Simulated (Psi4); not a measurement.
# NBrO (nitrosyl bromide) at BP86/STO-3G (sweep point 1)

We compute vibrational wavenumbers of NBrO (nitrosyl bromide). 

The results are computed with Psi4 1.11.

4 further runs of the same task are left out: 4 set aside as unsound or not needed.

## Step 1: Starting point

NBrO: 3 atoms, total charge 0, spin state singlet. As SMILES, `O=NBr`. Geometry: optimised at BP86/STO-3G.

Bond lengths: O1–N2 1.268 Å, N2–Br3 2.082 Å. Angles: O1–N2–Br3 114.1°.

## Step 2: Vibrational wavenumbers at BP86/STO-3G (sweep point 1)

Contents of input.in:

```
memory 1600 mb

molecule {
  0 1
  O      1.026037    -0.692358     0.489974
  N     -0.086260    -0.664257    -0.118633
  Br    -0.881211     1.246093    -0.350984
  units angstrom
  symmetry c1
}

set {
  puream                     true
  scf_type                   pk
  dft_radial_points          99
  dft_spherical_points       590
  rotational_symmetry_number 1
}

energy_value, wavefunction = frequency("bp86/STO-3G", return_wfn=True)
```

Command:

```
psi4 input.in input.out -n 1
```

input.out:

```text
[...]
  Running in c1 symmetry.
[...]
  Nuclear repulsion =  137.686680063666671
[...]
  Multiplicity = 1
[...]
  Nalpha       = 25
  Nbeta        = 25
[...]
    Number of basis functions: 28
[...]
   @RKS iter   1: -2674.20631231346533   -1.41640e+00   1.06923e-02 ADIIS/DIIS
[...]
   @RKS iter  13: -2674.37710142312017   -3.18323e-12   1.38291e-09 DIIS
[...]
    Orbital Energies [Eh]
    ---------------------
    Doubly Occupied:
       1A   -475.552571     2A    -59.664767     3A    -54.982364
       4A    -54.978924     5A    -54.977591     6A    -18.684398
       7A    -13.962097     8A     -7.643207     9A     -5.659417
      10A     -5.645852    11A     -5.640712    12A     -1.446919
      13A     -1.444327    14A     -1.440893    15A     -1.432228
      16A     -1.431954    17A     -1.032274    18A     -0.621059
      19A     -0.512821    20A     -0.352460    21A     -0.344107
      22A     -0.319945    23A     -0.164174    24A     -0.153006
      25A     -0.142037
[...]
  @RKS Final Energy: -2674.37710142312017
   => Energetics <=
    Nuclear Repulsion Energy =            137.6866727092529459
    One-Electron Energy =               -4012.1348841751323562
    Two-Electron Energy =                1307.5526811849545084
    DFT Exchange-Correlation Energy =    -107.4815711421951789
    Empirical Dispersion Energy =           0.0000000000000000
    VV10 Nonlocal Energy =                  0.0000000000000000
    Total Energy =                      -2674.3771014231201661
[...]
 Multipole Moments:
 ------------------------------------------------------------------------------------
     Multipole            Electronic (a.u.)      Nuclear  (a.u.)        Total (a.u.)
 ------------------------------------------------------------------------------------
 L = 1.  Multiply by 2.5417464519 to convert [e a0] to [Debye]
 Dipole X            :         -3.1973725            3.4524031            0.2550306
 Dipole Y            :          4.3547056           -4.4908974           -0.1361918
 Dipole Z            :         -0.0010223            0.0009724           -0.0000499
 Magnitude           :                                                    0.2891173
[...]
  -Total Gradient:
     Atom            X                  Y                   Z
    ------   -----------------  -----------------  -----------------
       1       -0.000012885723    -0.000003002626     0.000000008669
       2        0.000006790329     0.000001630870    -0.000000004599
       3        0.000004098119     0.000000875475    -0.000000002708
[...]
  ==> Harmonic Vibrational Analysis <==
[...]
  Freq [cm^-1]                 350.5084            641.8743           1638.3644
[...]
  IR activ [km/mol]             7.7586             34.5658             94.8040
[...]
  Total E_0, Enthalpy at 0 [K]                                                        -2674.37110814 [Eh]
[...]
  Total H, Enthalpy at  298.15 [K]                                                    -2674.36682960 [Eh]
[...]
  Total G, Gibbs energy at  298.15 [K]                                                -2674.39764019 [Eh]
[...]
```

The script printed:

```text
Warning: used thermodynamics relations inappropriate for low-frequency modes: ['350.5084']
```

Run time: 35 s. Hardware: 1 thread of Intel Xeon Platinum 8375C at 2.90GHz (Ice Lake), shared host; peak memory 0.38 GiB.

## Step 3: Summary of results

At BP86/STO-3G (sweep point 1):

```
                                                 quantity             value
                                             total energy    -2674.37710 Eh
                                            dipole moment            0.73 D
                               lowest harmonic wavenumber          351 cm⁻¹
                              highest harmonic wavenumber         1638 cm⁻¹
                                        zero-point energy       15.7 kJ/mol
ideal-gas entropy at 298.15 K (symmetry number 1 as used)  64.8 cal/(mol K)
```

**Reading.** All 3 modes are real, so the shape is a minimum at this level.
